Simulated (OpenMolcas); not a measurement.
# Fe³⁺ among point charges: CASSCF and CASPT2 levels and susceptibility

How does a field of 6 point charges split the states of Fe³⁺, and what χT follows?

Method: state-averaged CASSCF and CASPT2, spin-orbit coupling by RASSI with atomic mean-field integrals. Code: OpenMolcas 26.06.

### Step 1. The system

```
Species                           : Fe³⁺ (iron, Z = 26, 23 electrons)
Basis                             : ANO-RCC-VDZP [5s4p2d1f], 34 functions
Scalar Hamiltonian                : DKH2, point nucleus
Inactive shells                   : 1s 2s 2p 3s 3p
Active space                      : 5 electrons in 5 orbitals (3d)
Some configurations of this space : 3d⁵
Orbitals                          : optimised for each spin and parity, averaged over all roots
```

The outer shells:

3d5
```
3d [↑ ][↑ ][↑ ][↑ ][↑ ]
```

The ion sits among 6 point charges of -1 e arranged as a tetragonal octahedron (D4h), 1.81 Å from the ion, with the axial distance 1.828 Å.

Each step is its own input file, run in one work folder so that later steps find the files of earlier ones. Labels, J, g values, rates, χT and fits are worked out afterwards by a script from the matrices that RASSI stores. The input lists half of the charges; inversion (Group=XYZ) makes the rest.

### Step 2. Basis and integrals

Contents of a.inp:

```
&GATEWAY
Coord
1

Fe 0.0 0.0 0.0
Basis=ANO-RCC-VDZP
Group=XYZ
NoMove
AngMom=0.0 0.0 0.0
AMFI
XField
3 Angstrom 0
1.810000 0.000000 0.000000 -1.000000
0.000000 1.810000 0.000000 -1.000000
0.000000 0.000000 1.828100 -1.000000
&SEWARD
```

Run with:

```console
OMP_NUM_THREADS=1 MOLCAS_MEM=1689 MOLCAS_PROJECT=a pymolcas a.inp > a.log
```

### Step 3. CASSCF: sextets of even parity, 1 root

Contents of a.inp:

```
&RASSCF
FileOrb=start.orb
Symmetry=1
Spin=6
nActEl=5 0 0
Inactive=3 6
Ras2=5 0
CIRoot=1 1 1
SDav=1
CIMx=300
Iter=120 100
PrWF=0.3
OrbListing=Nothing
MaxOrb=0
>>> COPY $Project.JobIph JOB001
```

start.orb holds the contracted functions of the basis, ordered by shell, or the orbitals of the step before.

### Step 4. CASSCF: quartets of even parity, 24 roots

Contents of a.inp:

```
&RASSCF
FileOrb=start.orb
Symmetry=1
Spin=4
nActEl=5 0 0
Inactive=3 6
Ras2=5 0
CIRoot=24 24 1
SDav=24
CIMx=300
Iter=120 100
PrWF=0.3
OrbListing=Nothing
MaxOrb=0
>>> COPY $Project.JobIph JOB002
```

### Step 5. CASSCF: doublets of even parity, 75 roots

Contents of a.inp:

```
&RASSCF
FileOrb=start.orb
Symmetry=1
Spin=2
nActEl=5 0 0
Inactive=3 6
Ras2=5 0
CIRoot=75 75 1
SDav=75
CIMx=300
Iter=120 100
PrWF=0.3
OrbListing=Nothing
MaxOrb=0
>>> COPY $Project.JobIph JOB003
```

### Step 6. State interaction with spin-orbit coupling

Contents of a.inp:

```
&RASSI
NrOfJobIphs=3 1 24 75
1
1 2 3 4 5 6 7 8 9 10 11 12 13 14 15 16 17 18 19 20 21 22 23 24
1 2 3 4 5 6 7 8 9 10 11 12 13 14 15 16 17 18 19 20 21 22 23 24 25 26 27
28 29 30 31 32 33 34 35 36 37 38 39 40 41 42 43 44 45 46 47 48 49 50 51
52 53 54 55 56 57 58 59 60 61 62 63 64 65 66 67 68 69 70 71 72 73 74 75
IphNames
JOB001
JOB002
JOB003
EJob
SpinOrbit
DIPRint=1.0
SOCoupling=1000.0
Subsets=2
Property=9
'ANGMOM' 1 'ANGMOM' 2 'ANGMOM' 3 'MLTPL  1' 1 'MLTPL  1' 2 'MLTPL  1' 3
'AMFI' 1 'AMFI' 2 'AMFI' 3
SOProperty=3
'ANGMOM' 1 'ANGMOM' 2 'ANGMOM' 3
```

### Step 7. CASPT2: IPEA 0.25, imaginary shift 0.1 (closed shells correlated: 3s 3p)

Contents of a.inp:

```
>>> COPY JOB001 $Project.JobIph
&CASPT2
Multistate=1 1
Frozen=2 3
IPEA=0.25
Imaginary=0.1
MaxIter=60
WThr=0.0 0.3 0.05
PrWF=0.5
NoMix
>>> COPY JOB002 $Project.JobIph
&CASPT2
Multistate=24 1 2 3 4 5 6 7 8 9 10 11 12 13 14 15 16 17 18 19 20 21 22
23 24
NoMult
Frozen=2 3
IPEA=0.25
Imaginary=0.1
MaxIter=60
WThr=0.0 0.3 0.05
PrWF=0.5
NoMix
>>> COPY JOB003 $Project.JobIph
&CASPT2
Multistate=75 1 2 3 4 5 6 7 8 9 10 11 12 13 14 15 16 17 18 19 20 21 22
23 24 25 26 27 28 29 30 31 32 33 34 35 36 37 38 39 40 41 42 43 44 45 46
47 48 49 50 51 52 53 54 55 56 57 58 59 60 61 62 63 64 65 66 67 68 69 70
71 72 73 74 75
NoMult
Frozen=2 3
IPEA=0.25
Imaginary=0.1
MaxIter=60
WThr=0.0 0.3 0.05
PrWF=0.5
NoMix
```

(Steps that only read results are left out.)

Q: Predict the outcome of this session. Wanted: spin-free ground state; lowest level; next level.

**Answer**, as computed:

```
                 quantity                                                                        value
                   method  SS-CASPT2, IPEA 0.25, imaginary shift 0.1 (closed shells correlated: 3s 3p)
   spin-free ground state                                              6A1, 1-fold in its orbital part
             lowest level                                                                       6-fold
               next level                                                                 33809.4 cm⁻¹
              χT at 300 K                                                               4.39 cm³ K/mol
effective moment at 300 K                                                                      5.92 μB
```

Cost by method:

```csv
method,time of its own steps,time with the reference
A. CASSCF,25 s,25 s
"B. SS-CASPT2, IPEA 0.25, imaginary shift 0.1, +3s 3p",6.6 s,32 s
```

Times are of one thread on a shared host.

What this shows: The spin-free ground state (6A1) comes to 100 % from free-ion S terms and keeps the highest spin of the shell. χT at 300 K is 4.39, against 4.39 cm³ K/mol for the spin alone, as a half-filled shell (L = 0) has no orbital moment. An active space of the d shell alone favours high spin; real ions in strong fields can be low spin. CASPT2 does not keep the components of a term degenerate, and the means are used. The field of point charges can differ much from that of real complexes. With metal d orbitals alone active, the gaps between spin states are rough; where two lie within a few thousand cm-1, their order is open. This is an electrostatic model: the charges have no orbitals.
